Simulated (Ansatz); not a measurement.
# C2H5FOSi: the cost of one run

Program: Ansatz 0.2.0. Level of theory: RKS PBE-D4/def2-SVP. These are calculated values, not measurements.

1 further run of the same task is left out (it didn't finish).

## 1. The starting structure

Bond lengths: F1–C2 1.303 Å, C2–C3 1.310 Å, C3–O4 1.363 Å, O4–Si5 1.614 Å, C2–H6 1.091 Å, C3–H7 1.143 Å, Si5–H8 1.455 Å, Si5–H9 1.521 Å, Si5–H10 1.481 Å. Angles: F1–C2–C3 119.4°, F1–C2–H6 113.3°, C3–C2–H6 127.3°, C2–C3–O4 127.4°, C2–C3–H7 121.1°, O4–C3–H7 111.4°, C3–O4–Si5 127.4°, O4–Si5–H8 113.3°, O4–Si5–H9 107.5°, O4–Si5–H10 107.5°, H8–Si5–H9 111.6°, H8–Si5–H10 110.0°, H9–Si5–H10 106.6°.

Structure file:

```xyz
10

F    -2.6074    0.8492    0.3866
C    -1.4729    1.1366    0.9588
C    -0.3775    0.5512    0.5438
O    -0.2500   -0.3360   -0.4829
Si    1.0964   -1.0752   -0.9775
H    -1.5685    1.8685    1.7627
H     0.6292    0.7598    1.0426
H     0.8806   -1.9725   -2.1018
H     1.6821   -1.8087    0.2188
H     2.0712   -0.0241   -1.3482
```

## 2. End point A

input.yaml reads:

```yaml
crystal:
  periodic: [false, false, false]
  atoms:
    - { symbol: F, position_ang: [-2.6074, 0.8492, 0.3866] }
    - { symbol: C, position_ang: [-1.4729, 1.1366, 0.9588] }
    - { symbol: C, position_ang: [-0.3775, 0.5512, 0.5438] }
    - { symbol: O, position_ang: [-0.25, -0.336, -0.4829] }
    - { symbol: Si, position_ang: [1.0964, -1.0752, -0.9775] }
    - { symbol: H, position_ang: [-1.5685, 1.8685, 1.7627] }
    - { symbol: H, position_ang: [0.6292, 0.7598, 1.0426] }
    - { symbol: H, position_ang: [0.8806, -1.9725, -2.1018] }
    - { symbol: H, position_ang: [1.6821, -1.8087, 0.2188] }
    - { symbol: H, position_ang: [2.0712, -0.0241, -1.3482] }
basis:
  gaussian: { orbitals: def2-SVP }
hamiltonian:
  xc: pbe
  dispersion: d4
relax:
  f_tol: 0.02
  max_steps: 50
```

On the command line:

```bash
> ansatz run input.yaml --threads 2 --pin off --max-ram 3072MiB --backend cpu --events-out ev --progress --plain --runs-dir out
```

What time and memory should one allow on 2 threads of Arm Neoverse V2, shared host?

About 11 s, with a peak of 0.14 GiB.
